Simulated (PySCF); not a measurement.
# CH8NPSSi: the cost of one run

Computed with PySCF 2.14.0, with density-fitted response routines of our own, on a single molecule in the gas phase. Atoms count from 0, in the outputs and in this text.

### Step 1. The starting structure

13 atoms, charge 0, multiplicity 1; geometry from: GFN2-xTB. The atoms were then displaced at random by about 0.01 Å, so the start is not that level's minimum.

Bonds of the start (Å): C0–S1 1.82, S1–Si2 2.14, Si2–N3 1.71, Si2–P4 2.25, C0–H5 1.09, C0–H6 1.10, C0–H7 1.06, Si2–H8 1.46, N3–H9 1.00, N3–H10 1.02, P4–H11 1.40, P4–H12 1.36.

### Step 2. Optimising the geometry at PBE0-D3(BJ)/def2-SVP

What the job is given:

```
{"job": {"xc": "PBE0", "basis": "def2-SVP", "d3": "d3bj", "grid": 1, "shake": 0.01, "kind": "geom"}, "charge": 0, "multiplicity": 1}
C     -1.786850    -1.086810    -0.498540
S     -0.816310    -0.174080    -1.738090
Si     0.738910     0.571660    -0.473920
N      0.102840     1.825190     0.491230
P      1.379120    -0.954670     1.053030
H     -2.584870    -1.590400    -1.046690
H     -2.242190    -0.351270     0.185860
H     -1.157940    -1.757810     0.029460
H      1.786380     0.958340    -1.417950
H      0.538000     2.144450     1.334030
H     -0.448980     2.569220     0.062760
H      2.612750    -0.347080     1.291400
H      1.884960    -1.823620     0.133360
```

On the command line:

```sh
OMP_NUM_THREADS=1 python probes_run.py task.json out
```

One launch serves the whole session: the jobs run in the order shown.

**Question.** How long does this first job take on 1 thread of Arm Neoverse V1, shared host, and how much memory does it need?

About 64 s, with a peak of 0.51 GiB.
